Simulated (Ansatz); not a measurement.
**CH5BN2 (SMILES B1NCN1): r2SCAN/def2-SVPD**

What is the electronic atomisation energy of CH5BN2 at r2SCAN/def2-SVPD? 

The calculation is run with Ansatz 0.2.0.

49 further runs of the same task are left out: 49 set aside as unsound or not needed. Runs told in other sessions of the task aren't counted.

## (1) The molecule

CH5BN2 has 9 atoms, charge 0, and is taken as a singlet. As SMILES, `B1NCN1`. The shape is that of a PBE0-D4/def2-TZVP optimisation.

Bond lengths: B1–N2 1.430 Å, N2–C3 1.458 Å, B1–N4 1.430 Å, C3–N4 1.458 Å, B1–H5 1.191 Å, N2–H6 1.003 Å, C3–H7 1.097 Å, C3–H8 1.097 Å, N4–H9 1.003 Å. Some angles: B1–N2–C3 88.7°, N2–B1–N4 92.5°, N2–C3–N4 90.2°, B1–N4–C3 88.7°, B1–N2–H6 135.4°, C3–N2–H6 124.3°, N2–B1–H5 133.7°, N4–B1–H5 133.8°, N2–C3–H7 113.7°, N2–C3–H8 114.4°.

## (2) The energy at r2SCAN/def2-SVPD

in.yaml reads:

```yaml
crystal:
  periodic: [false, false, false]
  atoms:
    - {symbol: B, position_ang: [-0.538100, 0.903800, -0.424200]}
    - {symbol: N, position_ang: [0.763900, 0.350100, -0.630900]}
    - {symbol: C, position_ang: [0.430100, -0.702400, 0.322000]}
    - {symbol: N, position_ang: [-0.891500, -0.116200, 0.513500]}
    - {symbol: H, position_ang: [-1.109600, 1.851900, -0.864600]}
    - {symbol: H, position_ang: [1.686500, 0.722000, -0.761500]}
    - {symbol: H, position_ang: [0.420000, -1.707100, -0.117100]}
    - {symbol: H, position_ang: [1.046900, -0.704100, 1.228600]}
    - {symbol: H, position_ang: [-1.719800, -0.644400, 0.717000]}
basis:
  gaussian:
    orbitals: def2-SVPD
hamiltonian:
  xc: {name: r2SCAN}
accuracy: high
output:
  orbitals: {seedname: orbitals}
```

Started as:

```console
$ ansatz run in.yaml --threads 1 --pin off --max-ram 3480MiB --events-out events.jsonl --progress --plain --runs-dir runs
```

The program printed:

```text
Warning: RAYON_NUM_THREADS=1 ignored (pool sized by the plan → 1); use --threads N
Functional definition: r2SCAN
  name "r2SCAN"
  parameter k0 = 0.174
  parameter k1 = 0.065
  parameter a1 = 4.9479
  exchange = r2scan_x(k0 = k0, k1 = k1, a1 = a1)
  correlation = r2scan_c
2517 factors; integrals over basis functions are off by at most 3.1e-9 eV
mean field evaluation 1: about -4761.0902 eV, gradient 6.2e1 eV
mean field evaluation 2: about -4745.3853 eV, gradient 1.0e2 eV
mean field evaluation 4: about -4769.2483 eV, gradient 3.2e0 eV
mean field evaluation 8: about -4769.2780 eV, gradient 5.5e-2 eV
mean field evaluation 16: about -4769.2780 eV, gradient 1.6e-6 eV
mean field -4769.27804945 eV, -175.2677355844 hartree, gradient 1.4e-8 eV, S^2 0.000000; 0 other end points of the search recorded, 0 dependent functions left out
reference -4769.27805046 eV, -175.2677356218 hartree; 15, 15 occupied and 105, 105 virtual orbitals, 2517 factors
Total energy: -4769.27805046 eV, -175.2677356218 hartree
```

Wall time 27 s (1 thread of Arm Neoverse N1, shared host); peak memory 0.42 GiB.

## (3) The B atom, same level

in.yaml reads:

```yaml
basis:
  gaussian:
    orbitals: def2-SVPD
crystal:
  periodic: [false, false, false]
  atoms:
    - {symbol: B, position_ang: [0.000000, 0.000000, 0.000000]}
magnetization:
  spin_polarized: true
  initial_magnetization: 1
hamiltonian:
  xc: {name: r2SCAN}
accuracy: high
```

Run the same way, it converges to -24.60769 Eh (log not shown).

## (4) The C atom

run.yaml reads:

```yaml
basis:
  gaussian: {orbitals: def2-SVPD}
crystal:
  periodic: [false, false, false]
  atoms:
    - symbol: C
      position_ang: [0.000000, 0.000000, 0.000000]
magnetization: {spin_polarized: true, initial_magnetization: 2}
hamiltonian: {xc: r2scan}
accuracy: high
```

Started as:

```console
$ ansatz run run.yaml --threads 1 --pin off --max-ram 3480MiB --events-out events.jsonl --progress --plain --runs-dir runs
```

The program printed:

```text
Warning: RAYON_NUM_THREADS=1 ignored (pool sized by the plan → 1); use --threads N
Functional definition: r2SCAN
  name "r2SCAN"
  parameter k0 = 0.174
  parameter k1 = 0.065
  parameter a1 = 4.9479
  exchange = r2scan_x(k0 = k0, k1 = k1, a1 = a1)
  correlation = r2scan_c
163 factors; integrals over basis functions are off by at most 3.2e-9 eV
mean field evaluation 1: about -1028.1557 eV, gradient 4.4e0 eV
mean field evaluation 2: about -1028.2586 eV, gradient 1.4e0 eV
mean field evaluation 4: about -1028.2728 eV, gradient 9.0e-3 eV
mean field evaluation 8: about -1028.2715 eV, gradient 1.2e-3 eV
mean field evaluation 16: about -1028.0454 eV, gradient 6.0e0 eV
mean field evaluation 32: about -1028.2715 eV, gradient 2.2e-8 eV
mean field -1028.27146134 eV, -37.7882792169 hartree, gradient 4.7e-9 eV, S^2 2.006490; 2 other end points of the search recorded, 0 dependent functions left out
reference -1028.27146229 eV, -37.7882792517 hartree; 4, 2 occupied and 16, 18 virtual orbitals, 163 factors
Total energy: -1028.27146229 eV, -37.7882792517 hartree
```

It took 3.6 s on 1 thread of Arm Neoverse N1, shared host; peak memory 0.095 GiB.

## (5) The H atom

job.yaml reads:

```yaml
crystal:
  periodic: [false, false, false]
  atoms:
    - {symbol: H, position_ang: [0.000000, 0.000000, 0.000000]}
basis:
  gaussian: {orbitals: def2-SVPD}
hamiltonian: {xc: r2scan}
magnetization: {spin_polarized: true, initial_magnetization: 1}
accuracy: high
```

Run the same way, it converges to -0.49921 Eh (log not shown).

## (6) The N atom, same level

input.yaml reads:

```yaml
crystal:
  periodic: [false, false, false]
  atoms:
    - {symbol: N, position_ang: [0.000000, 0.000000, 0.000000]}
basis:
  gaussian:
    orbitals: def2-SVPD
magnetization:
  spin_polarized: true
  initial_magnetization: 3
hamiltonian:
  xc: {name: r2SCAN}
accuracy: high
```

Run the same way, it converges to -54.51625 Eh (log not shown).

## (7) Summary of results

Level: r2SCAN/def2-SVPD.

| quantity | value |
| --- | --- |
| molecule: total energy | -175.26774 Eh |
| molecule: HOMO energy | -5.95 eV |
| molecule: LUMO energy | 0.53 eV |
| molecule: HOMO–LUMO gap | 6.48 eV |
| B atom: total energy | -24.60769 Eh |
| B atom: ⟨S²⟩ | 0.757 |
| C atom: total energy | -37.78828 Eh |
| C atom: ⟨S²⟩ | 2.006 |
| H atom: total energy | -0.49921 Eh |
| H atom: ⟨S²⟩ | 0.750 |
| N atom: total energy | -54.51625 Eh |
| N atom: ⟨S²⟩ | 3.756 |
| electronic atomisation energy | 36.551 eV |

Taking the molecule apart into free atoms costs 36.55 eV (843 kcal/mol), before zero-point energy and without spin-orbit coupling.
